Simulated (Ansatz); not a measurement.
# Y2BiO2: properties at the relaxed cell

This session takes Y2BiO2 and sets out to measure the bulk modulus from energies at several volumes.

Computed with Ansatz 0.2.0 (DFT r2SCAN, scalar-relativistic, plane waves, PAW, unless a step's input says otherwise).

## Step 1: The starting structure

It takes space group I4/mmm (No. 139, tetragonal). The conventional cell has a = 3.867 Å, b = 3.867 Å, c = 13.496 Å, α = 90.00°, β = 90.00°, γ = 90.00°. Around Y (site symmetry 4mm) lie 4 O at 2.22 Å. Around Bi (site symmetry 4/mmm) lie 8 Y at 3.56 Å and 4 Bi at 3.87 Å and 8 O at 3.89 Å. O (site symmetry -4m2) is surrounded by 4 Y at 2.22 Å.

As a file:

```xyz
5
Lattice="-1.9337 1.9337 6.7482 1.9337 -1.9337 6.7482 1.9337 1.9337 -6.7482" Properties=species:S:1:pos:R:3 pbc="T T T"
Y     0.0000    0.0000    9.0227
Y     0.0000    0.0000    4.4737
Bi    0.0000    0.0000    0.0000
O     0.0000    1.9337    3.3741
O     1.9337    0.0000    3.3741
```

It goes back to an entry of the Materials Project, which need not be the stable form.

This cell was relaxed beforehand with the same method: volume 20.19 Å³/atom, gap on the mesh none (metal).

## Step 2: The cell scaled to 0.97 of its volume

Input file input.yaml:

```yaml
crystal:
  lattice:
    - [-1.9141550709, 1.9141550709, 6.6800563537]
    - [1.9141550709, -1.9141550709, 6.6800563537]
    - [1.9141550709, 1.9141550709, -6.6800563537]
  atoms:
    - { symbol: "Y", position: [0.6685258596, 0.6685258596, 0.0] }
    - { symbol: "Y", position: [0.3314741404, 0.3314741404, 0.0] }
    - { symbol: Bi, position: [0.0, 0.0, 0.0] }
    - { symbol: O, position: [0.75, 0.25, 0.5] }
    - { symbol: O, position: [0.25, 0.75, 0.5] }
basis:
  ecutwfc: 500
kpoints:
  mp_grid: { grid: [14, 14, 14] }
hamiltonian:
  xc: r2scan
scf:
  occupations: { method: gaussian, width: 0.1 }
output:
  forces: true
  stress: true
  eigenvalues: true
relax:
  adjacent_minimum: "off"
  f_tol: 0.01
  max_steps: 30
  cell: { stress_tol: 0.1, fix: [volume] }
```

## Step 3: Point at V/V0 = 1.03

Changes to input.yaml since step 2:

```diff
@@ -2,5 +2,5 @@
   lattice:
-    - [-1.9141550709, 1.9141550709, 6.6800563537]
-    - [1.9141550709, -1.9141550709, 6.6800563537]
-    - [1.9141550709, 1.9141550709, -6.6800563537]
+    - [-1.9528352917, 1.9528352917, 6.8150433557]
+    - [1.9528352917, -1.9528352917, 6.8150433557]
+    - [1.9528352917, 1.9528352917, -6.8150433557]
   atoms:
```

## Step 4: Volume × 0.94

Input file input.yaml:

```yaml
crystal:
  lattice:
    - [-1.8984694172, 1.8984694172, 6.580869387]
    - [1.8984694172, -1.8984694172, 6.580869387]
    - [1.8984694172, 1.8984694172, -6.580869387]
  atoms:
    - { symbol: "Y", position: [0.6671044888, 0.6671044888, 0.0] }
    - { symbol: "Y", position: [0.3328955112, 0.3328955112, 0.0] }
    - { symbol: Bi, position: [0.0, 0.0, 0.0] }
    - { symbol: O, position: [0.75, 0.25, 0.5] }
    - { symbol: O, position: [0.25, 0.75, 0.5] }
basis:
  ecutwfc: 500
kpoints:
  mp_grid: { grid: [14, 14, 14] }
hamiltonian:
  xc: r2scan
scf:
  occupations: { method: gaussian, width: 0.1 }
output:
  forces: true
  stress: true
  eigenvalues: true
relax:
  adjacent_minimum: "off"
  f_tol: 0.01
  max_steps: 30
  cell: { stress_tol: 0.1, fix: [volume] }
```

## Step 5: Point at V/V0 = 1.06

Input file input.yaml:

```yaml
crystal:
  lattice:
    - [-1.9677481354, 1.9677481354, 6.9076364837]
    - [1.9677481354, -1.9677481354, 6.9076364837]
    - [1.9677481354, 1.9677481354, -6.9076364837]
  atoms:
    - { symbol: "Y", position: [0.6699226809, 0.6699226809, 0.0] }
    - { symbol: "Y", position: [0.3300773191, 0.3300773191, 0.0] }
    - { symbol: Bi, position: [0.0, 0.0, 0.0] }
    - { symbol: O, position: [0.75, 0.25, 0.5] }
    - { symbol: O, position: [0.25, 0.75, 0.5] }
basis:
  ecutwfc: 500
kpoints:
  mp_grid: { grid: [14, 14, 14] }
hamiltonian:
  xc: r2scan
scf:
  occupations: { method: gaussian, width: 0.1 }
output:
  forces: true
  stress: true
  eigenvalues: true
relax:
  adjacent_minimum: "off"
  f_tol: 0.01
  max_steps: 30
  cell: { stress_tol: 0.1, fix: [volume] }
```

(Steps that only read results are left out.)

**Question.** What will these runs give? Wanted: equilibrium volume of the fit; bulk modulus.

As calculated:

| quantity | value |
| --- | --- |
| equilibrium volume of the fit | 20.19 Å³/atom |
| bulk modulus | 74 GPa |
| its pressure derivative | 4.3 |

**Reading.** The fit puts the minimum at 20.19 Å³/atom with B = 74 GPa and B' = 4.3. The runs treat Bi without spin-orbit coupling. Spin polarisation is off in the runs that give these values; a magnetic solution could lie lower.
